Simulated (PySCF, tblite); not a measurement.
# C₃H₁₂GeN₂: geometry, infrared bands and NMR shifts

Aim: predict the infrared bands and NMR shifts of C₃H₁₂GeN₂ (`CC(C)N[NH][GeH3]`).

Computed with tblite 0.8.0 and PySCF 2.14.0, with density-fitted response routines of our own, on a single molecule in the gas phase. Atoms are numbered from 0 throughout.

## (1) The molecule as given

18 atoms, charge 0, multiplicity 1; geometry from: force field or distance geometry start.

Bonds of the start (Å): C0–C1 1.51, C1–C2 1.51, C1–N3 1.45, N3–N4 1.38, N4–Ge5 1.86, C0–H6 1.12, C0–H7 1.11, C0–H8 1.12, C1–H9 1.14, C2–H10 1.13, C2–H11 1.12, C2–H12 1.09, N3–H13 1.02, N4–H14 1.05, Ge5–H15 1.58, Ge5–H16 1.55, Ge5–H17 1.57.

## (2) Geometry optimisation with GFN2-xTB

What the job is given:

```
{"job": {"kind": "relax", "xc": "GFN2-xTB", "basis": "xTB"}, "charge": 0, "multiplicity": 1}
C     -0.699200     1.371200    -0.374400
C     -1.068100    -0.032200     0.046700
C     -2.105400    -0.571800    -0.901500
N      0.056900    -0.938400    -0.048700
N      1.137400    -0.595600     0.739900
Ge     2.487000     0.030100    -0.374000
H     -1.558400     2.082800    -0.329600
H      0.154300     1.790400     0.193800
H     -0.396800     1.282700    -1.447600
H     -1.449700    -0.013500     1.117500
H     -2.115100    -1.688500    -0.756800
H     -3.125400    -0.151400    -0.713300
H     -1.732200    -0.400300    -1.908200
H      0.255900    -1.304900    -0.984700
H      1.458800    -1.453900     1.256900
H      3.692100     0.634300     0.445500
H      1.992000     1.164100    -1.308100
H      3.007100    -1.198700    -1.194500
```

The run is started by

```bash
> OMP_NUM_THREADS=1 python probes_run.py task.json out
```

The driver reads the jobs from task.json and runs them one after another.

**Question.** This job is followed by: GFN2-xTB harmonic vibrations, gas phase; GIAO PBE0/pcSseg-1 NMR shielding, non-relativistic, gas phase. Predict these results of the whole session: strongest single infrared mode (GFN2-xTB); zero-point energy (GFN2-xTB); 13C shifts against TMS (PBE0/pcSseg-1, means over atoms taken as alike); 1H shifts against TMS (PBE0/pcSseg-1, means over atoms taken as alike); 15N shifts against NH3 (PBE0/pcSseg-1); 73Ge shifts against GeMe4 (PBE0/pcSseg-1).

The runs gave:

| quantity | value |
| --- | --- |
| strongest single infrared mode (GFN2-xTB) | 2079 cm⁻¹, 470 km/mol |
| zero-point energy (GFN2-xTB) | 91.6 kcal/mol |
| 13C shifts against TMS (PBE0/pcSseg-1, means over atoms taken as alike) | 59.5, 23.1 ppm |
| 1H shifts against TMS (PBE0/pcSseg-1, means over atoms taken as alike) | 4.45, 2.60, 1.99, 1.07, 1.07 ppm |
| 15N shifts against NH3 (PBE0/pcSseg-1) | 119.4, 63.5 ppm |
| 73Ge shifts against GeMe4 (PBE0/pcSseg-1) | -139 ppm |

What this shows: Over 84 steps the energy fell by 0.673 eV; of the close pairs, Ge5–H15 changed most, 1.578 to 1.491 Å. All 48 modes are real, so the xTB geometry is a minimum. The strongest single mode, at 2079 cm⁻¹, moves mainly H15. Unscaled tight-binding wavenumbers are off by several per cent, some by more. Its intensities can rank the bands wrongly. C1 (sp3 CH bonded to N) lies farthest downfield among carbon, at 59.5 ppm; pulled downfield by the heteroatom. At PBE0/pcSseg-1: The largest span, 344 ppm, is at Ge5, where the paramagnetic term is -1287 ppm. Spin-orbit coupling is left out, which matters for shieldings and couplings at and beside the heavy atoms.
